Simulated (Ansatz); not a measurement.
# Sn3I2: the cost of one run

Program: Ansatz 0.2.0. Level of theory: DFT PBE, scalar-relativistic, plane waves, PAW. These are calculated values, not measurements.

### Step 1. The structure to begin with

It takes space group P-3m1 (No. 164, trigonal). Conventional cell: a = 4.900 Å, b = 4.900 Å, c = 7.624 Å, α = 90.00°, β = 90.00°, γ = 120.00°. Sn (site symmetry -3m) has 6 I at 3.39 Å as nearest neighbours. Around Sn (site symmetry 3m) lie 4 I at 2.95 to 3.05 Å. I (site symmetry 3m) is surrounded by 7 Sn at 2.95 to 3.39 Å.

Structure file:

```cif
data_structure
_symmetry_space_group_name_H-M 'P 1'
_symmetry_Int_Tables_number 1
_cell_length_a 4.9004
_cell_length_b 4.9004
_cell_length_c 7.6243
_cell_angle_alpha 90.000
_cell_angle_beta 90.000
_cell_angle_gamma 120.000
_cell_volume 158.56
loop_
_atom_site_label
_atom_site_type_symbol
_atom_site_fract_x
_atom_site_fract_y
_atom_site_fract_z
_atom_site_occupancy
Sn1 Sn 0.00000 0.00000 0.00000 1
Sn2 Sn 0.33333 0.66667 0.64500 1
Sn3 Sn 0.66667 0.33333 0.35500 1
I1 I 0.33333 0.66667 0.24500 1
I2 I 0.66667 0.33333 0.75500 1
```

(A quick probe on a coarse mesh, which set the mesh and smearing, is not shown.)

### Step 3. Rough relaxation on the coarse mesh

The input, input.yaml:

```yaml
crystal:
  lattice:
    - [4.9004358823, 0.0, 0.0]
    - [-2.4502179412, 4.2439019637, 0.0]
    - [0.0, 0.0, 7.624282223]
  atoms:
    - { symbol: Sn, position: [0.0, 0.0, 0.0] }
    - { symbol: Sn, position: [0.3333333333, 0.6666666667, 0.645] }
    - { symbol: Sn, position: [0.6666666667, 0.3333333333, 0.355] }
    - { symbol: I, position: [0.3333333333, 0.6666666667, 0.245] }
    - { symbol: I, position: [0.6666666667, 0.3333333333, 0.755] }
basis:
  ecutwfc: 420
kpoints:
  mp_grid: { grid: [6, 6, 2] }
hamiltonian:
  xc: pbe
scf:
  occupations: { method: gaussian, width: 0.1 }
  lower_state_search: "off"
output:
  forces: true
  stress: true
  eigenvalues: true
relax:
  adjacent_minimum: "off"
  f_tol: 0.04
  max_steps: 70
  cell: { stress_tol: 0.4 }
```

Started as:

```sh
$ ansatz run input.yaml --threads 1 --pin off --max-ram 2560MiB --backend cpu --events-out ev --progress --plain --runs-dir out
```

**Question.** How long does this run take on 1 thread of Arm Neoverse V1, shared host, and how much memory does it need?

About 4.1 min, with a peak of 0.5 GiB.
